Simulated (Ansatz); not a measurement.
Predict the output of the script below (Ansatz's Python interface).

`wc.vasp`
```text
WC
1.0
   0.00000000    2.19268400    2.19268400
   2.19268400    0.00000000    2.19268400
   2.19268400    2.19268400    0.00000000
W C
1 1
Direct
   0.00000000    0.00000000    0.00000000
   0.50000000    0.50000000    0.50000000
```

`run_elastic.py`
```python
"""Elastic constants of WC."""

from dataclasses import replace
import logging
import sys
import warnings

import ansatz as az
from ase.io import read
import numpy as np

logging.basicConfig(stream=sys.stdout, format="%(levelname)s %(message)s")
log = logging.getLogger("run")
log.setLevel(logging.INFO)


def main() -> None:
    warnings.simplefilter("ignore", az.DeckWarning)

    atoms = read("wc.vasp", format="vasp")
    crystal = az.Crystal.from_ase(atoms)

    base = (
        crystal.calculation()
        .pseudopotentials("paw")
        .basis(420)
        .occupations("Fermi-Dirac", width=0.1)
        .functional("lda")
        .kpoints(17, 17, 17)
    )
    # first bring the cell to zero stress
    rest = base.relax(cell=True).run(threads=1).lattice
    relaxed = az.Crystal(lattice=az.Lattice.of(rest.cell_ang))
    for site in rest.sites:
        relaxed = relaxed.atom(site.symbol, site.position_frac)
    base = replace(base, crystal=relaxed)
    log.info("relaxed volume {:.3f} A^3".format(abs(np.linalg.det(rest.cell_ang))))
    outcome = base.elastic(az.ElasticMode.RELAXED_ION).run(threads=1)
    elastic = outcome.elastic

    C = np.asarray(elastic.c_gpa)
    for i in range(6):
        for j in range(i, 6):
            if abs(C[i, j]) > 0.05:
                log.info(f"C{i + 1}{j + 1} = {C[i, j]:.1f} GPa")
    print("smallest eigenvalue of C:", round(elastic.stability.min_eigenvalue_gpa, 1), "GPa; tensor positive definite:", elastic.stability.min_eigenvalue_gpa > 0)
    # averaged moduli need a positive definite tensor
    if elastic.stability.min_eigenvalue_gpa > 0:
        for name, value in elastic.moduli.to_plain().items():
            log.info(f"{name:14s} {value:9.3f}")


if __name__ == "__main__":
    main()
```

Running `python run_elastic.py` prints:
```text
INFO relaxed volume 20.200 A^3
INFO C11 = 828.0 GPa
INFO C12 = 192.3 GPa
INFO C13 = 192.3 GPa
INFO C22 = 828.0 GPa
INFO C23 = 192.3 GPa
INFO C33 = 828.0 GPa
INFO C44 = 116.2 GPa
INFO C55 = 116.2 GPa
INFO C66 = 116.2 GPa
smallest eigenvalue of C: 116.2 GPa; tensor positive definite: True
INFO k_voigt_gpa      404.226
INFO k_reuss_gpa      404.226
INFO k_hill_gpa       404.226
INFO g_voigt_gpa      196.859
INFO g_reuss_gpa      155.733
INFO g_hill_gpa       176.296
INFO youngs_gpa       461.759
INFO poisson            0.310
```

No spin polarisation was allowed. A positive definite tensor excludes instabilities under uniform strain alone; phonons elsewhere in the zone can still be imaginary. Spin-orbit coupling, which matters for elements this heavy, is left out. This cell is a computed structure, which may not be the phase found in nature. Shear constants of a metal converge slowly with the k-point mesh and can be wrong in sign on a coarse one; the constants belong to the cell that was strained. Wall time of the script: 83 s on 1 thread of Arm Neoverse V2 (shared host), peak memory 0.63 GiB.

(A comment or docstring line of the script was reworded after the run, the code is as it ran.)
